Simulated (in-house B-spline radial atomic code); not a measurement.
# Mo⁴⁺: ionisation energy by several methods

The task here is to estimate one member of a computed series from the others.

The numbers are computed with in-house B-spline radial atomic code version 1 (Dirac-Coulomb, several functionals, exact exchange averaged over the configuration; spherical all-electron atom at the radial basis limit), except any that are marked as measured or tabulated.

## What is computed

```
element       : molybdenum (Z = 42)
charge        : +4
electrons     : 38
configuration : [Kr] 4d2
nucleus       : Fermi, rms radius 4.409 fm
```

The outer shells:

[Kr] 4d2
```
[Kr] core
4d [↑ ][↑ ][  ][  ][  ]
```

The boxes only draw the filling; these runs are spin-restricted and spherical.

The first run:

Input settings:

```ini
Z = 42
electrons = 38.0
configuration = [Kr] 4d2
hamiltonian = dirac
method = lc_wpbe
spin_polarised = False
nucleus = fermi
rms_radius = 4.4091
mass_number = 98
atomic_mass = 97.905403609
speed_of_light = 137.035999084
exact_exchange = averaged over the configuration
```

On the command line:

```sh
> python run_scf.py task.json out
```

One command runs all members of the session, one after another, from task.json.

Steps of the session up to this table: LC-ωPBE, a range-separated hybrid; B97-1, a global hybrid; ωB97X, a range-separated hybrid; BHandHLYP, a global hybrid.

One of the session's tables, all rows but one given; the rest of the session is left out.

```
   method  ΔSCF (eV)  with Breit, QED, recoil (eV)
    B97-1     53.450                        53.464
BHandHLYP     53.387                        53.401
  LC-ωPBE     53.494                        53.508
    ωB97X          ?                             ?
```

**Question.** Estimate the row for ωB97X.

As computed: ΔSCF (eV): 53.266; with Breit, QED, recoil (eV): 53.280. In the column «ΔSCF (eV)» it is the lowest.
